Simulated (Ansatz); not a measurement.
**Ti2Zn: how the settings move a single-point run**

How sensitive is a single-point run of Ti2Zn to its settings? A reference run comes first, then one run with altered input.

Method: reference: DFT, LDA, PAW with Ansatz's default frozen-core files, scalar-relativistic, in Ansatz 0.2.0.

5 further runs of the same task are left out: 5 that didn't finish.

### Step 1. The starting structure

Symmetry: I4/mmm, No. 139, tetragonal system. The conventional cell has a = 3.021 Å, b = 3.021 Å, c = 10.584 Å, α = 90.00°, β = 90.00°, γ = 90.00°. Ti (site symmetry 4mm) is surrounded by 4 Zn at 2.75 Å and 8 Ti at 2.81 to 3.02 Å. Around Zn (site symmetry 4/mmm) lie 8 Ti at 2.75 Å and 4 Zn at 3.02 Å.

Coordinates:

```
Ti Zn
1.0
    -1.51051    1.51051    5.29217
     1.51051   -1.51051    5.29217
     1.51051    1.51051   -5.29217
Ti Zn
2 1
Direct
  0.66374 0.66374 0.00000
  0.33626 0.33626 0.00000
  0.00000 0.00000 0.00000
```

### Step 2. Baseline

File input.yaml:

```yaml
crystal:
  lattice:
    - [-1.51051266, 1.51051266, 5.292171]
    - [1.51051266, -1.51051266, 5.292171]
    - [1.51051266, 1.51051266, -5.292171]
  atoms:
    - { symbol: Ti, position: [0.66373998, 0.66373998, 0.0] }
    - { symbol: Ti, position: [0.33626002, 0.33626002, 0.0] }
    - { symbol: Zn, position: [0.0, 0.0, 0.0] }
kpoints:
  mp_grid: { grid: [14, 14, 14] }
scf:
  occupations: { method: fermi_dirac, width: 0.05 }
hamiltonian:
  xc: lda
  pseudopotentials: { kind: paw }
output:
  forces: true
  stress: true
  eigenvalues: true
  efg: { contact_densities: true }
  populations: true
```

Run with:

```console
ansatz run input.yaml --threads 1 --pin off --max-ram 3072MiB --backend cpu --events-out ev --progress --plain --runs-dir out
```

### Step 3. Changing settings: preconditioner ldos, chi_scale 0.1, ecutrho_ratio 4

Edit input.yaml of step 2 so:

```diff
@@ -13,2 +13,4 @@
   occupations: { method: fermi_dirac, width: 0.05 }
+  mixing: { preconditioner: ldos }
+  initial_density: { chi_scale: 0.1 }
 hamiltonian:
@@ -22 +24,7 @@
   populations: true
+  write_density: true
+  write_potential: true
+  elf: true
+  volumetric_format: npy
+basis:
+  ecutrho_ratio: 4
```

What does the calculation give? Wanted: for each run, ending; energy change; pressure; gap; force.

As calculated:

```
                                                   run     ending  energy change  pressure (GPa)  gap (eV)  force (eV/Å)  cycles  time
                                             reference  converged              0            -7.2      0.00          0.06       7  14 s
1: preconditioner ldos, chi_scale 0.1, ecutrho_ratio 4  converged   0.0 meV/atom            -7.2      0.00          0.06       9  24 s
```

Times don't compare one to one where runs were asked for different outputs or read a saved state (see the inputs); cycles may leave out searches for a lower state.

Residual by cycle in the longest SCF loop of each run; runs are numbered as in the table. The quantity is the density residual dr2, in eV.

```
cycle  reference    run 1
    1     0.0334     7.39
    2    0.00855     4.21
    3     5.9e-4    0.394
    4     1.3e-4   0.0645
    5     9.7e-6    0.021
    6     8.4e-7  0.00147
    7     3.8e-8   4.8e-5
    8          -   1.9e-6
    9          -   4.9e-8
```

What this shows: Same state: the changed mixing and start leaves the energy within 0.5 meV/atom.
